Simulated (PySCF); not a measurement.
**A diatomic session: Sr2**

An exercise on one series of results from a longer session: the logs are not shown, and one member is left open.

Computed with PySCF 2.14.0. Level: Sr def2-SVPD with ECP28, scalar-relativistic core potentials.

Set-up of the first run:

Settings of the job:

* atoms: Sr, Sr
* charge: 0
* basis: Sr def2-SVPD with ECP28
* Hamiltonian: scalar-relativistic core potentials
* basis functions: 52
* electrons treated: 20
* masses in u: 87.9056, 87.9056
* levels: PBE0, PBE, r²SCAN, TPSS, BHandHLYP, B3LYP, HF, MP2, SCS-MP2, CCSD, CCSD(T)
* grid: 80 radial by 434 angular points
* occupations: held fixed by the projection of orbital angular momentum
* dissociation limit: Sr + Sr, each in its ground configuration
* starting distance in angstrom: 3.420
* values of 2S to try: 0, 2

Started as:

```sh
> OMP_NUM_THREADS=1 python dia.py task.json out
```

Steps of the session up to this table: Input; PBE0 along the bond; Excited determinants; PBE; r²SCAN; TPSS (meta-GGA); BHandHLYP (global hybrid GGA); B3LYP; RHF (mean field); Adding correlation.

One of the session's tables, all rows but one given; the rest of the session is left out.

It belongs to the step «Constants by level of theory». 

```
      level  Re (Å)  ωe (cm⁻¹)  De (eV)
    RHF-MP2   5.152       27.3    0.138
RHF-SCS-MP2       ?          ?        ?
   RHF-CCSD   5.316       23.5    0.106
RHF-CCSD(T)   5.159       26.9    0.131
        PBE   4.568       50.2    0.199
       TPSS   4.580       50.4    0.195
     r²SCAN   4.610       49.7    0.192
      B3LYP   4.833       33.6    0.053
       PBE0   4.642       46.3    0.169
  BHandHLYP   5.063       24.9    0.026
```

Estimate the missing values for RHF-SCS-MP2.

The run gave: Re (Å): 5.306; ωe (cm⁻¹): 23.6; De (eV): 0.108. In the column «Re (Å)» it lies between RHF-CCSD(T) (5.159) and RHF-CCSD (5.316).

De is counted to Sr + Sr in their ground configurations. No constants: RHF (no minimum is bracketed among the points kept).

To keep in mind: The bond is weak, and basis-set superposition, which was not computed, may be a sizeable part of it.
